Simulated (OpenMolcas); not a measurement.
# Sm²⁺ among point charges: CASSCF levels and susceptibility

Aim: the splitting of the states of Sm²⁺ in the field of 8 point charges, its lowest levels with spin-orbit coupling and its magnetic susceptibility.

Method: state-averaged CASSCF, spin-orbit coupling by RASSI with atomic mean-field integrals. Code: OpenMolcas 26.06.

**1. Starting point**

| Quantity | Value |
| --- | --- |
| Species | Sm²⁺ (samarium, Z = 62, 60 electrons) |
| Basis | ANO-RCC-VTZP [8s7p5d3f2g1h], 104 functions |
| Scalar Hamiltonian | DKH2, point nucleus |
| Inactive shells | 1s 2s 2p 3s 3p 3d 4s 4p 4d 5s 5p |
| Active space | 6 electrons in 7 orbitals (4f) |
| Some configurations of this space | 4f⁶ |
| Orbitals | optimised for the highest spin of each parity, averaged over all roots |

Outer shells as boxes (Hund's rule):

4f6
```
4f [↑ ][↑ ][↑ ][↑ ][↑ ][↑ ][  ]
```

The ion sits among 8 point charges of -2 e arranged as a square antiprism (D4d), 3.04 Å from the ion, with a polar angle of 61.9° against the regular 57.3°.

Each step is its own input file, run in one work folder so that later steps find the files of earlier ones. Labels, J, g values, rates, χT and fits are worked out afterwards by a script from the matrices that RASSI stores.

**2. Basis and integrals**

a.inp reads:

```
&GATEWAY
Coord
1

Sm 0.0 0.0 0.0
Basis=ANO-RCC-VTZP
Group=NoSym
NoMove
AngMom=0.0 0.0 0.0
AMFI
XField
8 Angstrom 0
2.477167 1.026076 1.432625 -2.000000
-1.026076 2.477167 1.432625 -2.000000
-2.477167 -1.026076 1.432625 -2.000000
1.026076 -2.477167 1.432625 -2.000000
2.477167 -1.026076 -1.432625 -2.000000
1.026076 2.477167 -1.432625 -2.000000
-2.477167 1.026076 -1.432625 -2.000000
-1.026076 -2.477167 -1.432625 -2.000000
&SEWARD
```

Started as:

```sh
$ OMP_NUM_THREADS=1 MOLCAS_MEM=2252 MOLCAS_PROJECT=a pymolcas a.inp > a.log
```

The log of the run:

```text
Basis set label: SM.ANO-RCC...8S7P5D3F2G1H.

      Electronic valence basis set:
      ------------------
      Associated Effective Charge  62.000000 au
      Associated Actual Charge     62.000000 au
      Nuclear Model: Point charge

      Shell  nPrim  nBasis  Cartesian Spherical Contaminant
         s      25       8        X
         p      22       7        X
         d      15       5                 X
         f      11       3                 X
         g       4       2                 X
         h       2       1                 X
                  Relativistic Douglas-Kroll-Hess integrals:
                    - DKH order of Hamiltonian: 2
                    - DKH order of Properties : 0
                  Atomic mean-field integrals
```

**3. Reference wave functions, septets, 7 roots**

a.inp reads:

```
&RASSCF
FileOrb=start.orb
Symmetry=1
Spin=7
nActEl=6 0 0
Inactive=27
Ras2=7
CIRoot=7 7 1
SDav=7
CIMx=300
Iter=120 100
PrWF=0.3
OrbListing=Nothing
MaxOrb=0
>>> COPY $Project.JobIph JOB001
```

start.orb holds the contracted functions of the basis, ordered by shell, or the orbitals of the step before.

The log of the run:

```text
Wave function specifications:
      -----------------------------

      Number of closed shell electrons          54
      Number of electrons in active shells       6
      Max number of holes in RAS1 space          0
      Max nr of electrons in RAS3 space          0
      Number of inactive orbitals               27
      Number of active orbitals                  7
      Number of secondary orbitals              70
      Spin quantum number                      3.0
      State symmetry                             1
Orbital specifications:
      -----------------------

      Symmetry species                           1
                                                 a
      Frozen orbitals                            0
      Inactive orbitals                         27
      Active orbitals                            7
      RAS1 orbitals                              0
      RAS2 orbitals                              7
      RAS3 orbitals                              0
      Secondary orbitals                        70
      Deleted orbitals                           0
      Number of basis functions                104
      Number of CSFs                             7
      Number of root(s) required                 7
      Iter CI   SX   CI       RASSCF       Energy    max ROT     max BLB   max BLB  Level Ln srch  Step   QN
          iter iter root      energy       change     param      element    value   shift minimum  type update
 Nr of preliminary CI iterations:   1
      Total energies have been shifted. Add               -10000.00 au
        1   1   15    0  -423.44279049    0.00E+00  -2.97E-02   27  43 1  6.93E-02*  0.72   0.00    SX    NO
        2   1   14    0  -423.45024996   -7.46E-03* -1.26E-02   18  43 1  3.72E-02*  0.61   0.00    SX    NO
        3   1   14    0  -423.45225738   -2.01E-03* -1.08E-02   23  56 1  2.31E-02*  0.68   0.00    SX    NO
        4   1   14    0  -423.45303772   -7.80E-04* -5.55E-03   21  54 1 -1.58E-02*  0.63   0.00    SX    NO
        5   1   13    0  -423.45333590   -2.98E-04* -2.67E-03   23  56 1  1.01E-02*  0.66   0.61    QN   YES
        6   1   11    0  -423.45355740   -2.22E-04* -1.73E-03   26  39 1  1.08E-03*  0.65   1.05    QN   YES
        7   1   11    0  -423.45356380   -6.40E-06* -1.76E-03   26  39 1  5.96E-04*  0.65   2.02    LS   YES
        8   1   10    0  -423.45356600   -2.19E-06* -5.06E-04   27  43 1 -5.92E-04*  0.65   1.01    QN   YES
        9   1   10    0  -423.45356731   -1.31E-06* -3.14E-04   27  43 1 -1.76E-04*  0.65   1.62    LS   YES
       10   1   10    0  -423.45356753   -2.26E-07*  2.37E-04   26  39 1 -3.08E-04*  0.65   1.00    QN   YES
       11   1   10    0  -423.45356784   -3.11E-07*  3.55E-04   26  39 1 -1.71E-04*  0.65   2.50    LS   YES
       12   1    9    0  -423.45356803   -1.84E-07* -1.33E-04   24  49 1 -5.67E-05   0.65   1.05    QN   YES
       13   1    8    0  -423.45356805   -2.36E-08* -1.54E-04   25  38 1  2.95E-05   0.65   2.05    QN   YES
       14   1    6    0  -423.45356806   -9.56E-09  -5.34E-06   26  39 1  5.62E-06   0.65   1.02    QN   YES
      Convergence after 14 iterations
       15   1    6    0  -423.45356806   -6.55E-11  -5.34E-06   27  40 1 -3.00E-06   0.65   1.02    QN   YES
      Natural orbitals and occupation numbers for root  1
      sym 1:  -0.000000   1.000000   1.000000   1.000000   1.000000   1.000000   1.000000
      Natural orbitals and occupation numbers for root  2
      sym 1:   1.000000   1.000000   1.000000   1.000000   0.000000   1.000000   1.000000
      Natural orbitals and occupation numbers for root  3
      sym 1:   1.000000   1.000000   1.000000   1.000000   1.000000  -0.000000   1.000000
::    RASSCF root number  1 Total energy: -10423.45742045
::    RASSCF root number  2 Total energy: -10423.45742045
::    RASSCF root number  3 Total energy: -10423.45403360
::    RASSCF root number  4 Total energy: -10423.45403360
::    RASSCF root number  5 Total energy: -10423.45100991
::    RASSCF root number  6 Total energy: -10423.45100991
::    RASSCF root number  7 Total energy: -10423.45004849
```

**4. Reference wave functions, quintets, 140 roots**

a.inp reads:

```
&RASSCF
FileOrb=start.orb
Symmetry=1
Spin=5
nActEl=6 0 0
Inactive=27
Ras2=7
CIRoot=140 140 1
SDav=140
CIMx=300
Iter=120 100
PrWF=0.3
OrbListing=Nothing
MaxOrb=0
CIOnly
>>> COPY $Project.JobIph JOB002
```

Started as:

```sh
$ OMP_NUM_THREADS=1 MOLCAS_MEM=2252 MOLCAS_PROJECT=a pymolcas a.inp > a.log
```

The log of the run:

```text
Wave function specifications:
      -----------------------------

      Number of closed shell electrons          54
      Number of electrons in active shells       6
      Max number of holes in RAS1 space          0
      Max nr of electrons in RAS3 space          0
      Number of inactive orbitals               27
      Number of active orbitals                  7
      Number of secondary orbitals              70
      Spin quantum number                      2.0
      State symmetry                             1
Orbital specifications:
      -----------------------

      Symmetry species                           1
                                                 a
      Frozen orbitals                            0
      Inactive orbitals                         27
      Active orbitals                            7
      RAS1 orbitals                              0
      RAS2 orbitals                              7
      RAS3 orbitals                              0
      Secondary orbitals                        70
      Deleted orbitals                           0
      Number of basis functions                104
      Number of CSFs                           140
      Number of root(s) required               140
      Iter CI   SX   CI       RASSCF       Energy    max ROT     max BLB   max BLB  Level Ln srch  Step   QN
          iter iter root      energy       change     param      element    value   shift minimum  type update
 Nr of preliminary CI iterations:   1
        1   1    0    0-10423.25389320    0.00E+00   0.00E+00   31  65 1 -1.83E-02*  0.00   0.00    SX    NO
      Natural orbitals and occupation numbers for root  1
      sym 1:   0.770394   0.899722   0.906707   0.926979   0.770394   0.819096   0.906707
      Natural orbitals and occupation numbers for root  2
      sym 1:   0.770394   0.770394   0.906707   0.926979   0.906707   0.899722   0.819096
      Natural orbitals and occupation numbers for root  3
      sym 1:   0.814610   0.912297   0.926628   0.762484   0.802291   0.863249   0.918441
::    RASSCF root number  1 Total energy: -10423.35588740
::    RASSCF root number  2 Total energy: -10423.35588740
::    RASSCF root number  3 Total energy: -10423.35489571
::    RASSCF root number  4 Total energy: -10423.35489571
::    RASSCF root number  5 Total energy: -10423.35481885
::    RASSCF root number  6 Total energy: -10423.34175692
::    RASSCF root number  7 Total energy: -10423.34169289
::    RASSCF root number  8 Total energy: -10423.34169289
::    RASSCF root number  9 Total energy: -10423.34150747
::    RASSCF root number 10 Total energy: -10423.34150747
::    RASSCF root number 11 Total energy: -10423.34122182
::    RASSCF root number 12 Total energy: -10423.34122182
::    RASSCF root number 13 Total energy: -10423.34087751
::    RASSCF root number 14 Total energy: -10423.34087318
::    RASSCF root number 15 Total energy: -10423.34057585
::    RASSCF root number 16 Total energy: -10423.34057585
::    RASSCF root number 17 Total energy: -10423.34053148
::    RASSCF root number 18 Total energy: -10423.34053148
::    RASSCF root number 19 Total energy: -10423.34028095
::    RASSCF root number 20 Total energy: -10423.34028095
::    RASSCF root number 21 Total energy: -10423.34023990
::    RASSCF root number 22 Total energy: -10423.34023990
::    RASSCF root number 23 Total energy: -10423.33755822
::    RASSCF root number 24 Total energy: -10423.33755281
::    RASSCF root number 25 Total energy: -10423.33658516
::    RASSCF root number 26 Total energy: -10423.33658516
::    RASSCF root number 27 Total energy: -10423.33536453
::    RASSCF root number 28 Total energy: -10423.33536453
::    RASSCF root number 29 Total energy: -10423.33443408
::    RASSCF root number 30 Total energy: -10423.33443408
```

CIOnly: the orbitals of an earlier block are kept, and only the CI is solved.

**5. CASSCF: triplets, 162 roots**

a.inp reads:

```
&RASSCF
FileOrb=start.orb
Symmetry=1
Spin=3
nActEl=6 0 0
Inactive=27
Ras2=7
CIRoot=162 162 1
SDav=588
CIMx=300
Iter=120 100
PrWF=0.3
OrbListing=Nothing
MaxOrb=0
CIOnly
>>> COPY $Project.JobIph JOB003
```

Started as:

```sh
$ OMP_NUM_THREADS=1 MOLCAS_MEM=2252 MOLCAS_PROJECT=a pymolcas a.inp > a.log
```

The log of the run:

```text
Wave function specifications:
      -----------------------------

      Number of closed shell electrons          54
      Number of electrons in active shells       6
      Max number of holes in RAS1 space          0
      Max nr of electrons in RAS3 space          0
      Number of inactive orbitals               27
      Number of active orbitals                  7
      Number of secondary orbitals              70
      Spin quantum number                      1.0
      State symmetry                             1
Orbital specifications:
      -----------------------

      Symmetry species                           1
                                                 a
      Frozen orbitals                            0
      Inactive orbitals                         27
      Active orbitals                            7
      RAS1 orbitals                              0
      RAS2 orbitals                              7
      RAS3 orbitals                              0
      Secondary orbitals                        70
      Deleted orbitals                           0
      Number of basis functions                104
      Number of CSFs                           588
      Number of root(s) required               162
      Iter CI   SX   CI       RASSCF       Energy    max ROT     max BLB   max BLB  Level Ln srch  Step   QN
          iter iter root      energy       change     param      element    value   shift minimum  type update
 Nr of preliminary CI iterations:   1
        1   1    0    0-10423.24785647    0.00E+00   0.00E+00   31  65 1 -2.17E-02*  0.00   0.00    SX    NO
      Natural orbitals and occupation numbers for root  1
      sym 1:   0.881072   0.844709   0.838744   0.870951   0.881072   0.844709   0.838744
      Natural orbitals and occupation numbers for root  2
      sym 1:   0.823173   0.861801   0.878810   0.898735   0.823598   0.856941   0.856942
      Natural orbitals and occupation numbers for root  3
      sym 1:   0.823598   0.878810   0.861801   0.898735   0.856942   0.856941   0.823173
::    RASSCF root number  1 Total energy: -10423.27220363
::    RASSCF root number  2 Total energy: -10423.27215696
::    RASSCF root number  3 Total energy: -10423.27215696
::    RASSCF root number  4 Total energy: -10423.26846212
::    RASSCF root number  5 Total energy: -10423.26843267
::    RASSCF root number  6 Total energy: -10423.26843267
::    RASSCF root number  7 Total energy: -10423.26834449
::    RASSCF root number  8 Total energy: -10423.26834449
::    RASSCF root number  9 Total energy: -10423.26819785
::    RASSCF root number 10 Total energy: -10423.26819785
::    RASSCF root number 11 Total energy: -10423.26799313
::    RASSCF root number 12 Total energy: -10423.26799182
::    RASSCF root number 13 Total energy: -10423.26772597
::    RASSCF root number 14 Total energy: -10423.26772597
::    RASSCF root number 15 Total energy: -10423.26739124
::    RASSCF root number 16 Total energy: -10423.26739124
::    RASSCF root number 17 Total energy: -10423.26697241
::    RASSCF root number 18 Total energy: -10423.26697241
::    RASSCF root number 19 Total energy: -10423.26643924
::    RASSCF root number 20 Total energy: -10423.26643924
::    RASSCF root number 21 Total energy: -10423.26573844
::    RASSCF root number 22 Total energy: -10423.26573844
::    RASSCF root number 23 Total energy: -10423.26476436
::    RASSCF root number 24 Total energy: -10423.26476436
::    RASSCF root number 25 Total energy: -10423.26351739
::    RASSCF root number 26 Total energy: -10423.26351739
::    RASSCF root number 27 Total energy: -10423.26349592
::    RASSCF root number 28 Total energy: -10423.26346702
::    RASSCF root number 29 Total energy: -10423.26346702
::    RASSCF root number 30 Total energy: -10423.26338285
```

CIOnly: the orbitals of an earlier block are kept, and only the CI is solved.

**6. CASSCF: singlets, 162 roots**

a.inp reads:

```
&RASSCF
FileOrb=start.orb
Symmetry=1
Spin=1
nActEl=6 0 0
Inactive=27
Ras2=7
CIRoot=162 162 1
SDav=490
CIMx=300
Iter=120 100
PrWF=0.3
OrbListing=Nothing
MaxOrb=0
CIOnly
>>> COPY $Project.JobIph JOB004
```

Started as:

```sh
$ OMP_NUM_THREADS=1 MOLCAS_MEM=2252 MOLCAS_PROJECT=a pymolcas a.inp > a.log
```

The log of the run:

```text
Wave function specifications:
      -----------------------------

      Number of closed shell electrons          54
      Number of electrons in active shells       6
      Max number of holes in RAS1 space          0
      Max nr of electrons in RAS3 space          0
      Number of inactive orbitals               27
      Number of active orbitals                  7
      Number of secondary orbitals              70
      Spin quantum number                      0.0
      State symmetry                             1
Orbital specifications:
      -----------------------

      Symmetry species                           1
                                                 a
      Frozen orbitals                            0
      Inactive orbitals                         27
      Active orbitals                            7
      RAS1 orbitals                              0
      RAS2 orbitals                              7
      RAS3 orbitals                              0
      Secondary orbitals                        70
      Deleted orbitals                           0
      Number of basis functions                104
      Number of CSFs                           490
      Number of root(s) required               162
      Iter CI   SX   CI       RASSCF       Energy    max ROT     max BLB   max BLB  Level Ln srch  Step   QN
          iter iter root      energy       change     param      element    value   shift minimum  type update
 Nr of preliminary CI iterations:   1
        1   1    0    0-10423.20075939    0.00E+00   0.00E+00   31  65 1 -2.53E-02*  0.00   0.00    SX    NO
      Natural orbitals and occupation numbers for root  1
      sym 1:   0.841834   0.866060   0.866060   0.876796   0.853708   0.853708   0.841834
      Natural orbitals and occupation numbers for root  2
      sym 1:   0.619490   1.054096   0.792647   1.067534   0.792647   1.054096   0.619490
      Natural orbitals and occupation numbers for root  3
      sym 1:   0.499884   1.037918   0.991642   1.094590   0.558203   0.992962   0.824800
::    RASSCF root number  1 Total energy: -10423.23443543
::    RASSCF root number  2 Total energy: -10423.23208932
::    RASSCF root number  3 Total energy: -10423.23206403
::    RASSCF root number  4 Total energy: -10423.23206403
::    RASSCF root number  5 Total energy: -10423.23198695
::    RASSCF root number  6 Total energy: -10423.23198695
::    RASSCF root number  7 Total energy: -10423.23185446
::    RASSCF root number  8 Total energy: -10423.23185446
::    RASSCF root number  9 Total energy: -10423.23166223
::    RASSCF root number 10 Total energy: -10423.23165917
::    RASSCF root number 11 Total energy: -10423.23139769
::    RASSCF root number 12 Total energy: -10423.23139769
::    RASSCF root number 13 Total energy: -10423.23105530
::    RASSCF root number 14 Total energy: -10423.23105530
::    RASSCF root number 15 Total energy: -10423.23062112
::    RASSCF root number 16 Total energy: -10423.23062112
::    RASSCF root number 17 Total energy: -10423.23008028
::    RASSCF root number 18 Total energy: -10423.23008028
::    RASSCF root number 19 Total energy: -10423.22941532
::    RASSCF root number 20 Total energy: -10423.22941532
::    RASSCF root number 21 Total energy: -10423.22860493
::    RASSCF root number 22 Total energy: -10423.22860493
::    RASSCF root number 23 Total energy: -10423.22761962
::    RASSCF root number 24 Total energy: -10423.22761962
::    RASSCF root number 25 Total energy: -10423.22641032
::    RASSCF root number 26 Total energy: -10423.22641032
::    RASSCF root number 27 Total energy: -10423.22573670
::    RASSCF root number 28 Total energy: -10423.22571454
::    RASSCF root number 29 Total energy: -10423.22571454
::    RASSCF root number 30 Total energy: -10423.22564849
```

CIOnly: the orbitals of an earlier block are kept, and only the CI is solved.

(Part 1 of 2 ends here.)
